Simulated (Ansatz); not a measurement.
# SiGeH₄ (triplet): wave-function methods side by side at a displaced geometry (v2), cc-pVDZ

The task here is to estimate one member of a computed series from the others.

Method: cc-pVDZ, core rule «outside noble gas», up to 19 orbitals frozen; program: Ansatz 0.2.0, Gaussian basis.

The runs, in order: UHF; CCSD(T) on ROHF; CCSD(T) on UHF; BCCD(T) on ROHF; CISD; CCSDT(Q) on ROHF; CCSDT(Q) on UHF.

24 further runs of the same task are left out: 8 that didn't finish, 16 set aside as unsound or not needed.

### The geometry

The geometry is a PBE0/def2-TZVP stationary point (not a proven minimum) with its atoms shifted at random (size 0.100 Å). No spin-orbit coupling is included. The filled d shell of Ge may be among the frozen orbitals whatever the setting's name suggests; the logs give the count.

6 atoms, charge 0, spin multiplicity 3.

Atoms are counted from 1 here; the program's logs count them from 0.

Bond lengths: Si1–Ge2 2.360 Å, Si1–H3 1.430 Å, Si1–H4 1.417 Å, Si1–H5 1.599 Å, Ge2–H6 1.672 Å. Angles: Ge2–Si1–H3 115.9°, Ge2–Si1–H4 107.9°, Ge2–Si1–H5 103.5°, H3–Si1–H4 110.4°, H3–Si1–H5 107.5°, H4–Si1–H5 111.6°, Si1–Ge2–H6 122.9°.

As a file:

| atom | x (Å) | y (Å) | z (Å) |
| --- | --- | --- | --- |
| Si1 | 0.1160 | -0.0452 | 1.6498 |
| Ge2 | -0.0489 | 0.0399 | -0.7033 |
| H3 | 1.2386 | -0.7614 | 2.1721 |
| H4 | 0.1109 | 1.2857 | 2.1347 |
| H5 | -1.2030 | -0.8358 | 2.0875 |
| H6 | 0.1413 | -1.3060 | -1.6765 |

The first run:

in.yaml

```yaml
crystal:
  periodic: [false, false, false]
  atoms:
    - {symbol: Si, position_ang: [0.116022, -0.045188, 1.649808]}
    - {symbol: Ge, position_ang: [-0.048852, 0.039914, -0.703345]}
    - {symbol: H, position_ang: [1.238560, -0.761390, 2.172141]}
    - {symbol: H, position_ang: [0.110877, 1.285737, 2.134706]}
    - {symbol: H, position_ang: [-1.202974, -0.835792, 2.087471]}
    - {symbol: H, position_ang: [0.141348, -1.305970, -1.676473]}
basis:
  gaussian: {orbitals: cc-pVDZ}
magnetization: {spin_polarized: true, initial_magnetization: 2}
hamiltonian: {xc: hf}
output: {orbitals: {seedname: orbitals}}
```

Launch:

```console
ansatz run in.yaml --threads 1 --pin off --events-out ev --progress --plain --max-ram 2393MiB
```

Steps of the session up to this table: UHF; CCSD(T) on ROHF; CCSD(T) on UHF; BCCD(T) on ROHF; CISD; CCSDT(Q) on ROHF; CCSDT(Q) on UHF.

One table of the session follows, with a row left open; its other results are not shown here.

```
   method  from UCCSDT(Q) (kJ/mol)
     ROHF                   +577.5
      UHF                   +569.8
     RMP2                   +130.8
     UMP2                   +129.8
     CISD                        ?
    RCCSD                    +18.8
    UCCSD                    +17.7
 RCCSD(T)                     +4.7
 UCCSD(T)                     +3.8
  BCCD(T)                     +4.6
   RCCSDT                     +1.5
   UCCSDT                     +0.6
RCCSDT(Q)                     +0.9
UCCSDT(Q)                        0
```

Estimate the missing values for CISD.

**Answer.** from UCCSDT(Q) (kJ/mol): +65.0. In the column «from UCCSDT(Q) (kJ/mol)» it lies between RCCSD (+18.8) and UMP2 (+129.8).

To keep in mind: Restricted and unrestricted rows rest on different reference determinants; where their highest levels disagree by more than a few hundredths of an eV, they describe different states and don't form one ladder.
